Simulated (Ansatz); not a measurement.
# AlFe: the cost of one run

Method: DFT PBE, with the methods named in each step, in Ansatz 0.2.0.

### Step 1. The starting structure

Symmetry: Pm-3m, No. 221, cubic system. Conventional cell: a = 2.910 Å, b = 2.910 Å, c = 2.910 Å, α = 90.00°, β = 90.00°, γ = 90.00°. Al (site symmetry m-3m) is surrounded by 8 Fe at 2.52 Å. Fe (site symmetry m-3m) is surrounded by 8 Al at 2.52 Å.

Coordinates:

```cif
data_structure
_symmetry_space_group_name_H-M 'Pm-3m'
_symmetry_Int_Tables_number 221
_cell_length_a 2.9100
_cell_length_b 2.9100
_cell_length_c 2.9100
_cell_angle_alpha 90.000
_cell_angle_beta 90.000
_cell_angle_gamma 90.000
_cell_volume 24.64
loop_
_atom_site_label
_atom_site_type_symbol
_atom_site_symmetry_multiplicity
_atom_site_Wyckoff_symbol
_atom_site_fract_x
_atom_site_fract_y
_atom_site_fract_z
_atom_site_occupancy
Al1 Al 1 a 0.00000 0.00000 0.00000 1
Fe1 Fe 1 b 0.50000 0.50000 0.50000 1
```

The file gives the conventional cell by its symmetry; the runs use the cell typed in the input.

Atoms are numbered in the order of the input: Al1, Fe2.

### Step 2. Free moments, LAPW

Input file input.yaml:

```yaml
crystal:
  lattice:
    - [2.91, 0.0, 0.0]
    - [0.0, 2.91, 0.0]
    - [0.0, 0.0, 2.91]
  atoms:
    - { symbol: Al, position: [0.0, 0.0, 0.0] }
    - { symbol: Fe, position: [0.5, 0.5, 0.5], spin: 3.0 }
magnetization:
  spin_polarized: true
kpoints:
  mp_grid: { grid: [11, 11, 11] }
scf:
  occupations: { method: fermi_dirac, width: 0.1 }
  lower_state_search: "off"
hamiltonian:
  xc: pbe
  pseudopotentials: { kind: all_electron, lapw: { basis_error: 0.001 } }
output:
  forces: true
  stress: true
  eigenvalues: false
  populations: true
```

The run is started by

```console
$ ansatz run input.yaml --threads 1 --pin off --max-ram 3072MiB --backend cpu --events-out ev --progress --plain --runs-dir out
```

**Question.** How long does this run take on 1 thread of INTEL XEON PLATINUM 8581C at 2.30GHz (Emerald Rapids), shared host, and how much memory does it need?

About 17 s, with a peak of 0.47 GiB.
